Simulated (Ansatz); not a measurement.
# Cs2NdSe: the cost of one run

Method: DFT PBE, scalar-relativistic, plane waves, PAW; 4f electrons in the core of a trivalent norm-conserving potential, in Ansatz 0.2.0.

## (1) Starting point

The structure is tetragonal, space group P4/mmm (No. 123). The conventional cell has a = 5.105 Å, b = 5.105 Å, c = 6.922 Å, α = 90.00°, β = 90.00°, γ = 90.00°. Around Cs (site symmetry 4mm) lie 1 Cs at 3.18 Å. Nd (site symmetry 4/mmm) is surrounded by 2 Se at 3.46 Å and 8 Cs at 3.95 Å. Se (site symmetry 4/mmm) has 2 Nd at 3.46 Å in its first shell of neighbours.

As a file:

```
Cs Nd Se
1.0
     5.10544    0.00000    0.00000
     0.00000    5.10544    0.00000
     0.00000    0.00000    6.92179
Cs Nd Se
2 1 1
Direct
  0.00000 0.00000 0.22989
  0.00000 0.00000 0.77011
  0.50000 0.50000 0.00000
  0.50000 0.50000 0.50000
```

A structure generator made this guess: random cell by space group and Wyckoff sites (P4/mmm, No. 123). Lengths come from tabulated atomic sizes and are only a guess.

## (2) Probe: one point on a coarse mesh

File input.yaml:

```yaml
crystal:
  lattice:
    - [5.10543594, 0.0, 0.0]
    - [0.0, 5.10543594, 0.0]
    - [0.0, 0.0, 6.92179381]
  atoms:
    - { symbol: Cs, position: [0.0, 0.0, 0.22988855] }
    - { symbol: Cs, position: [0.0, 0.0, 0.77011145] }
    - { symbol: Nd, position: [0.5, 0.5, 0.0] }
    - { symbol: Se, position: [0.5, 0.5, 0.5] }
basis:
  ecutwfc: 660
kpoints:
  mp_grid: { grid: [4, 4, 4] }
hamiltonian:
  xc: pbe
  pseudopotentials:
    kind: paw
    azcp: { Nd: "pseudopotentials/pbe/nc/lanthanide_3plus/Nd.nc.azcp" }
scf:
  occupations: { method: gaussian, width: 0.1 }
  lower_state_search: "off"
output:
  forces: true
  stress: true
  eigenvalues: true
```

The run is started by

```
ansatz run input.yaml --threads 1 --pin off --max-ram 2560MiB --backend cpu --events-out ev --progress --plain --runs-dir out
```

What time and memory should one allow on 1 thread of Intel Xeon at 2.50GHz (Skylake/Cascade Lake), shared host?

About 31 s, with a peak of 0.56 GiB.
